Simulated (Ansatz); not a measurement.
Pt2Se4N: relaxation of the atoms with PBE+D3(BJ)

Pt2Se4N, a slab with vacuum:

```
Se Pt N
1.0
     7.44800    0.00000    0.00000
    -3.72400    6.45016    0.00000
     0.00000    0.00000   20.53100
Se Pt N
8 4 2
Direct
  0.33333 0.16667 0.38965
  0.33333 0.66667 0.38965
  0.83333 0.16667 0.38965
  0.83333 0.66667 0.38965
  0.16667 0.33333 0.51293
  0.16667 0.83333 0.51293
  0.66667 0.33333 0.51293
  0.66667 0.83333 0.51293
  0.00000 0.00000 0.45129
  0.00000 0.50000 0.45129
  0.50000 0.00000 0.45129
  0.50000 0.50000 0.45129
  0.83333 0.66667 0.60937
  0.84386 0.52452 0.60937
```

The cell isn't the ideal one: N2 (flat) over a hollow site of the (0 0 1) slab of PtSe2, cut from the database cell, not relaxed.

- Program: Ansatz 0.2.0
- Task: relaxation of the atoms
- Functional: PBE
- Dispersion: D3(BJ)
- Potentials or basis: Ansatz PAW
- Cutoff: 420 eV (not typed: the program's choice for these potentials)
- k mesh: 4 × 4 × 1
- Occupations: fermi-dirac, width 0.05 eV
- Spin: no spin polarisation
- Boundary along the surface normal: dipole_correction
- Atoms held (counted from 0): [0, 1, 2, 3]
- Miller: [0, 0, 1]
- Adsorbate: N2
- Bulk formula: PtSe2

```
Energy gained by relaxing       : 67.8 meV/atom
Ionic steps                     : 19
Largest force after relaxing    : 0.022 eV/Å
Band gap on the k mesh          : 1.40 eV, indirect (least direct gap 1.62 eV)
Work function of the upper face : 4.94 eV
Work function of the lower face : 4.98 eV
Dipole across the slab          : 0.010 e·Å
```

Forces on the atoms (eV/Å):
```
Se  -0.016  0.006 -0.005
Se   0.000 -0.017 -0.004
Se   0.019  0.007 -0.001
Se   0.000  0.003  0.011
Pt   0.000  0.000  0.000
Pt   0.001  0.000  0.000
Pt   0.000  0.000  0.000
Pt   0.000  0.000  0.000
Se   0.000  0.000  0.000
Se   0.000  0.000  0.000
Se   0.000 -0.001 -0.001
Se   0.000  0.001 -0.001
N    0.004 -0.018  0.004
N   -0.008  0.020 -0.004
```

Step by step:
```
step  energy change (eV)  largest force (eV/Å)
   1              0.0000                1.6823
   2             -0.4386                1.0079
   3             -0.6190                0.7546
   4             -0.7599                0.3787
   5             -0.8479                0.4040
   6             -0.9050                0.2548
   7             -0.9339                0.1115
   8             -0.9463                0.0282
   9             -0.9463                0.0282
  10             -0.9479                0.0800
  11             -0.9480                0.1907
  12             -0.9485                0.0209
  13             -0.9485                0.0209
  14             -0.9486                0.0606
  15             -0.9487                0.2793
  16             -0.9489                0.1582
  17             -0.9492                0.0195
  18             -0.9492                0.0195
  19             -0.9494                0.0217
```

Final structure:
```xyz
14
Lattice="7.4480 0.0000 0.0000 -3.7240 6.4502 0.0000 0.0000 0.0000 20.5310" Properties=species:S:1:pos:R:3 pbc="T T T"
Se    1.8620    1.0750    8.0000
Se    0.0000    4.3001    8.0000
Se    5.5860    1.0750    8.0000
Se    3.7240    4.3001    8.0000
Pt    0.0001    0.0000    9.3166
Pt   -1.8619    3.2252    9.3162
Pt    3.7244   -0.0001    9.3129
Pt    1.8619    3.2251    9.3159
Se    0.0001    2.1502   10.6322
Se   -1.8586    5.3772   10.6278
Se    3.7236    2.1470   10.6287
Se    1.8599    5.3760   10.6297
N     3.8143    4.7885   13.7953
N     4.0393    3.7347   14.0286
```

Levels at points of the mesh, in eV from the valence-band top:
```
             k point  band 101  band 102  band 103  band 104  band 105  band 106  band 107  band 108  band 109  band 110
  (0.00, 0.00, 0.00)     -1.40     -1.24     -0.59      0.00      0.00      2.39      2.41      2.41      2.71      2.72
 (0.00, -0.50, 0.00)     -0.43     -0.35     -0.35     -0.24     -0.23      1.40      1.41      1.53      1.54      2.23
 (-0.50, 0.00, 0.00)     -0.43     -0.35     -0.35     -0.25     -0.23      1.40      1.42      1.53      1.54      2.22
(-0.50, -0.50, 0.00)     -0.43     -0.35     -0.35     -0.24     -0.23      1.40      1.42      1.53      1.54      2.22
```

Run time: 12 min on 4 threads of Arm Neoverse V1, on a shared host, peak memory 2.9 GiB.

Caveat: spin-orbit coupling is left out, which moves the levels of the heavy elements.
